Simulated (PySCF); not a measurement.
# C2H6OS2Si: the cost of one run

Computed with PySCF 2.14.0, with density-fitted response routines of our own, on a single molecule in the gas phase. Atoms are numbered from 0 throughout.

### 1 Starting geometry

12 atoms, charge 0, multiplicity 1; geometry from: GFN2-xTB. The atoms were then displaced at random by about 0.01 Å, so the start is not that level's minimum.

Bonds of the start (Å): O0–Si1 1.64, Si1–S2 2.16, S2–C3 1.79, C3–C4 1.52, C4–S5 1.82, S5–Si1 2.14, O0–H6 0.93, Si1–H7 1.46, C3–H8 1.10, C3–H9 1.12, C4–H10 1.09, C4–H11 1.07.

### 2 Optimising the geometry at PBE0-D3(BJ)/def2-SVP

Job settings and geometry (Å):

```
{"job": {"xc": "PBE0", "basis": "def2-SVP", "d3": "d3bj", "grid": 1, "shake": 0.01, "kind": "geom"}, "charge": 0, "multiplicity": 1}
O      2.871650    -0.279060     0.317540
Si     1.484240     0.437480    -0.196450
S      0.075070     0.984050     1.340660
C     -1.259590    -0.046680     0.749910
C     -1.306200    -0.163600    -0.765430
S      0.257700    -0.866870    -1.364330
H      2.893320    -1.094730     0.769460
H      1.960860     1.609770    -0.925200
H     -1.194800    -1.027480     1.232570
H     -2.208070     0.422480     1.123850
H     -1.440210     0.817670    -1.211400
H     -2.094260    -0.821290    -1.080190
```

Launch:

```sh
OMP_NUM_THREADS=1 python probes_run.py task.json out
```

The driver reads the jobs from task.json and runs them one after another.

**Question.** How long does this first job take on 1 thread of Arm Neoverse V1, shared host, and how much memory does it need?

About 67 s, with a peak of 0.54 GiB.
